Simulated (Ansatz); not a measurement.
# FH3OSi: the cost of one run

The runs use Ansatz 0.2.0, Gaussian basis; PBE0-D4/def2-TZVP structures, single points in def2-TZVPP, no counterpoise correction.

Levels: SPW92, PBE-D4, BLYP-D4, r2SCAN-D4, B97M-V, PBE0-D4, B3LYP-D4, r2SCAN0-D4, BHLYP-D4, CAM-B3LYP-D4, wB97X-V, wB97M-V, B2PLYP, PBE-QIDH, RPA on PBE, Hartree-Fock, MP2, CCSD, CCSD(T).

Cores are frozen in the correlated methods. B3LYP uses VWN-RPA correlation. B2PLYP carries no dispersion term here.

94 further runs of the same task are left out: 94 set aside as unsound or not needed.

## 1. The starting structure

The complex: 11 atoms, charge 0, spin multiplicity 1.

Atoms are counted from 1 here; the program's logs count them from 0.

Bond lengths: Si1–H3 1.474 Å, Si1–H4 1.482 Å, Si1–O5 1.630 Å, Si1–F7 1.597 Å, C2–H6 1.090 Å, C2–H8 1.090 Å, C2–H9 1.090 Å, C2–H10 1.090 Å, O5–H11 0.958 Å. Angles: H3–Si1–H4 113.7°, H3–Si1–O5 106.5°, H3–Si1–F7 108.4°, H4–Si1–O5 111.5°, H4–Si1–F7 105.8°, O5–Si1–F7 111.0°, H6–C2–H8 109.5°, H6–C2–H9 109.4°, H6–C2–H10 109.5°, H8–C2–H9 109.6°, H8–C2–H10 109.4°, H9–C2–H10 109.5°, Si1–O5–H11 119.0°.

As a file:

```mol
CH7FOSi
  3D, bonds by distance, orders not assigned

 11  9  0  0  0  0  0  0  0  0999 V2000
   -0.9733    1.4649    0.0651 Si  0  0
    0.7325   -1.9404   -0.0994 C   0  0
   -1.5232    0.5086   -0.9119 H   0  0
   -1.7518    2.7216    0.1708 H   0  0
    0.5671    1.7536   -0.3843 O   0  0
    0.2305   -1.7035    0.8384 H   0  0
   -1.0306    0.7937    1.5127 F   0  0
    1.4599   -2.7344    0.0683 H   0  0
    1.2416   -1.0520   -0.4723 H   0  0
   -0.0031   -2.2730   -0.8318 H   0  0
    1.0505    2.4608    0.0444 H   0  0
  1  3  8  0
  1  4  8  0
  1  5  8  0
  1  7  8  0
  2  6  8  0
  2  8  8  0
  2  9  8  0
  2 10  8  0
  5 11  8  0
M  END
```

Its parts: FH3OSi holds atoms 1, 3, 4, 5, 7, 11; CH4 holds atoms 2, 6, 8, 9, 10. Each part counts its atoms afresh in its own runs.

## 2. Relaxing FH3OSi alone

The input, relax-a/in.yaml:

```yaml
crystal:
  periodic: [false, false, false]
  atoms:
    - {symbol: Si, position_ang: [-0.973271, 1.464935, 0.065140]}
    - {symbol: H, position_ang: [-1.523208, 0.508631, -0.911893]}
    - {symbol: H, position_ang: [-1.751807, 2.721630, 0.170806]}
    - {symbol: O, position_ang: [0.567073, 1.753564, -0.384328]}
    - {symbol: F, position_ang: [-1.030600, 0.793741, 1.512706]}
    - {symbol: H, position_ang: [1.050514, 2.460823, 0.044444]}
basis:
  gaussian: {orbitals: def2-TZVP}
hamiltonian: {xc: pbe0, dispersion: d4}
relax: {f_tol: 0.005, max_steps: 200}
```

Command:

```bash
$ ansatz run in.yaml --threads 4 --pin off --events-out ev --progress --plain --max-ram 9574MiB
```

**Question.** How long does this run take on 4 threads of Arm Neoverse V2, shared host?

About 3.6 s.
